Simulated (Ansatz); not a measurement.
**C₂H₁₂GaNSi: up Jacob's ladder to CCSD(T)**

One table from this session's results is given with a row withheld; the runs are named, their logs left out.

Program: Ansatz 0.2.0, Gaussian basis. Level of theory: functionals in def2-TZVPP, the program's frozen cores in correlated methods. These are calculated values, not measurements.

Plan: LDA (SPW92), PBE-D4, revPBE-D4, BLYP-D4, r2SCAN-D4, B97M-V, PBE0-D4, B3LYP-D4, r2SCANh-D4, r2SCAN0-D4, HSE06-D4, BHLYP-D4, CAM-B3LYP-D4, LC-ωPBE, ωB97X-V, ωB97M-V, B2PLYP, PBE-QIDH; CCSD(T)/def2-SVP; MP2/def2-TZVPP; MP2/def2-QZVPP; RPA on PBE.

**Structure used throughout**

An earlier PBE0-D4 in a triple-zeta def2 set relaxation fixed the geometry.

SMILES `[CH3][GaH-]([CH3])[NH2+][SiH3]`, 17 atoms, charge 0, spin multiplicity 1.

Atoms are counted from 1 here; the program's logs count them from 0.

Bond lengths: C1–Ga2 1.990 Å, C1–H6 1.094 Å, C1–H7 1.093 Å, C1–H8 1.094 Å, Ga2–C3 1.990 Å, Ga2–N4 2.221 Å, Ga2–H9 1.592 Å, C3–H10 1.094 Å, C3–H11 1.094 Å, C3–H12 1.093 Å, N4–Si5 1.772 Å, N4–H13 1.015 Å, N4–H14 1.015 Å, Si5–H15 1.487 Å, Si5–H16 1.478 Å, Si5–H17 1.478 Å. Angles: Ga2–C1–H6 112.4°, Ga2–C1–H7 112.5°, Ga2–C1–H8 109.5°, H6–C1–H7 108.2°, H6–C1–H8 106.8°, H7–C1–H8 107.2°, C1–Ga2–C3 118.9°, C1–Ga2–N4 100.2°, C1–Ga2–H9 117.5°, C3–Ga2–N4 100.2°, C3–Ga2–H9 117.5°, N4–Ga2–H9 94.4°, Ga2–C3–H10 112.4°, Ga2–C3–H11 109.5°, Ga2–C3–H12 112.5°, H10–C3–H11 106.8°, H10–C3–H12 108.2°, H11–C3–H12 107.2° and more.

Set-up of the first run:

The input, in.yaml:

```yaml
crystal:
  periodic: [false, false, false]
  atoms:
    - {symbol: C, position_ang: [-0.227457, 1.334392, 1.688286]}
    - {symbol: Ga, position_ang: [1.027807, 0.158515, 0.687269]}
    - {symbol: C, position_ang: [0.819397, -1.815136, 0.834495]}
    - {symbol: N, position_ang: [0.297648, 0.478799, -1.385685]}
    - {symbol: Si, position_ang: [-1.377255, -0.002835, -1.703504]}
    - {symbol: H, position_ang: [-0.294416, 2.336525, 1.254912]}
    - {symbol: H, position_ang: [-1.236805, 0.918460, 1.742529]}
    - {symbol: H, position_ang: [0.127813, 1.457058, 2.715697]}
    - {symbol: H, position_ang: [2.486845, 0.723491, 0.392151]}
    - {symbol: H, position_ang: [1.262244, -2.344989, -0.013835]}
    - {symbol: H, position_ang: [1.333093, -2.170384, 1.732691]}
    - {symbol: H, position_ang: [-0.226839, -2.120276, 0.918301]}
    - {symbol: H, position_ang: [0.470730, 1.467678, -1.533994]}
    - {symbol: H, position_ang: [0.978069, -0.026168, -1.944126]}
    - {symbol: H, position_ang: [-1.751592, 0.264109, -3.117308]}
    - {symbol: H, position_ang: [-2.236336, 0.792332, -0.800716]}
    - {symbol: H, position_ang: [-1.472046, -1.451872, -1.426761]}
basis:
  gaussian: {orbitals: def2-TZVPP}
hamiltonian: {xc: lda}
output: {orbitals: {seedname: orbitals}}
```

Started as:

```bash
ansatz run in.yaml --threads 8 --pin off --events-out ev --progress --plain --max-ram 20889MiB
```

Steps of the session up to this table: LDA; PBE-D4 (GGA); revPBE-D4 (GGA); BLYP-D4 (GGA); r2SCAN-D4 (meta-GGA); B97M-V (meta-GGA); PBE0-D4 (hybrid); B3LYP-D4 (hybrid); r2SCANh-D4 (hybrid); r2SCAN0-D4 (hybrid); HSE06-D4 (hybrid); BHLYP-D4 (hybrid); CAM-B3LYP-D4 (range-separated); LC-ωPBE (range-separated); ωB97X-V (range-separated); ωB97M-V (range-separated); B2PLYP (double hybrid); PBE-QIDH (double hybrid).

One of the session's tables, all rows but one given; the rest of the session is left out.

It belongs to the step «Frontier levels by functional». 

```
  functional  HOMO (eV)  gap (eV)
 LDA (SPW92)      -5.91      4.39
      PBE-D4          ?         ?
   revPBE-D4      -5.69      4.49
     BLYP-D4      -5.60      4.38
   r2SCAN-D4      -6.00      5.14
      B97M-V      -6.08      4.88
     PBE0-D4      -6.97      6.49
    B3LYP-D4      -6.73      6.01
  r2SCANh-D4      -6.45      5.86
  r2SCAN0-D4      -7.14      6.94
    HSE06-D4      -6.57      5.72
    BHLYP-D4      -8.07      8.37
CAM-B3LYP-D4      -8.31      8.74
     LC-ωPBE      -9.69     11.35
     ωB97X-V      -9.32     10.78
     ωB97M-V      -9.21     10.30
```

Q: Estimate the row for PBE-D4 from the others.

**Answer.** HOMO (eV): -5.75; gap (eV): 4.44. In the column «HOMO (eV)» it lies between LDA (SPW92) (-5.91) and revPBE-D4 (-5.69).
